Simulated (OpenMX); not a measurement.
CuF:

```
Cu F
1.0
     2.47101    0.00000    0.00000
     0.00000    2.47101    0.00000
     0.00000    0.00000    3.41650
Cu F
1 1
Direct
  0.00000 0.00000 0.00000
  0.50000 0.50000 0.50000
```

The cell was built by a generator and needn't be a form met in nature.

Base run:

- Program: OpenMX 3.8.5
- Functional: PBE
- Potentials or basis: OpenMX 2013 PBE set, Cu6.0H-s3p2d2, F6.0-s2p2d1, grid cutoff 500 Ry
- k mesh: 9 × 9 × 7
- Occupations: fermi-dirac, width 0.05 eV
- Spin: no spin polarisation

Its results: band gap on the k mesh none (metal or under the smearing width); pressure 6.4 GPa; largest force 0.056 eV/Å.

Q: The run is repeated on the same cell with these changes: dispersion from none to D3(BJ). What comes out?

A: Band gap on the k mesh none (metal or under the smearing width); pressure 2.5 GPa; largest force 0.056 eV/Å.

Dispersion adds attraction, which lowers the pressure at fixed volume and, as a term added to the energy, leaves the levels alone.

Caveats: the basis of atomic orbitals isn't converged, which shifts pressures, moduli and gaps; the run has no spin polarisation, though such a crystal can be magnetic; semilocal functionals often make such compounds metallic where correlation or magnetic order opens a gap, which also shifts bond lengths; pairwise dispersion overbinds metals, which lowers pressure and volume (some runs).
